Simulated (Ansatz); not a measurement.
# Bi2Te3: the cost of one run

Program: Ansatz 0.2.0. Level of theory: DFT r2SCAN, scalar-relativistic, plane waves, PAW. These are calculated values, not measurements.

2 further runs of the same task are left out: 1 that didn't finish, 1 set aside as unsound or not needed.

**1. The starting structure**

The structure is trigonal, space group R-3m (No. 166). Conventional cell: a = 4.419 Å, b = 4.419 Å, c = 32.319 Å, α = 90.00°, β = 90.00°, γ = 120.00°. Bi (site symmetry 3m) has 6 Te at 3.07 to 3.27 Å as nearest neighbours. Te (site symmetry -3m) is surrounded by 6 Bi at 3.27 Å. Te (site symmetry 3m) has 3 Bi at 3.07 Å as nearest neighbours.

As a file:

```
Bi Te
1.0
     2.20935    1.27557   10.77308
    -2.20935    1.27557   10.77308
     0.00000   -2.55114   10.77308
Bi Te
2 3
Direct
  0.39683 0.39683 0.39683
  0.60317 0.60317 0.60317
  0.00000 0.00000 0.00000
  0.21708 0.21708 0.21708
  0.78292 0.78292 0.78292
```

This cell was relaxed beforehand with the same method: volume 36.43 Å³/atom, gap on the mesh 0.88 eV.

**2. Bands, states and charges**

File input.yaml:

```yaml
crystal:
  lattice:
    - [2.2093491169, 1.2755683074, 10.7730845697]
    - [-2.2093491169, 1.2755683074, 10.7730845697]
    - [0.0, -2.5511366148, 10.7730845697]
  atoms:
    - { symbol: Bi, position: [0.3968272165, 0.3968272165, 0.3968272165] }
    - { symbol: Bi, position: [0.6031727835, 0.6031727835, 0.6031727835] }
    - { symbol: Te, position: [0.0, 0.0, 0.0] }
    - { symbol: Te, position: [0.2170825055, 0.2170825055, 0.2170825055] }
    - { symbol: Te, position: [0.7829174945, 0.7829174945, 0.7829174945] }
basis:
  ecutwfc: 500
kpoints:
  mp_grid: { grid: [12, 12, 12] }
  band_path:
    path:
      - [[0.0, 0.0, 0.0], [0.5, 0.5, 0.5], [0.82398711, 0.17601289, 0.5]]
      - [[0.5, -0.17601289, 0.17601289], [0.5, 0.0, 0.0], [0.0, 0.0, 0.0], [0.33800644, -0.33800644, 0.0]]
      - [[0.66199356, 0.0, 0.33800644], [0.5, 0.0, 0.5], [0.0, 0.0, 0.0]]
    npoints: 14
hamiltonian:
  xc: r2scan
scf:
  occupations: { method: gaussian, width: 0.02 }
  n_extra_bands: 12
output:
  forces: true
  stress: true
  eigenvalues: true
  populations: true
  dos: { projected: true, de: 0.02, nscf_kmesh: { grid: [18, 18, 18] } }
  bader: true
  write_density: true
  write_potential: true
  elf: true
  volumetric_format: npy
```

Started as:

```bash
$ ansatz run input.yaml --threads 2 --pin off --max-ram 5120MiB --backend cpu --events-out ev --progress --plain --runs-dir out
```

Q: Estimate wall time and peak memory on 2 threads of Arm Neoverse V1, shared host.

About 6.9 min, with a peak of 3.8 GiB.
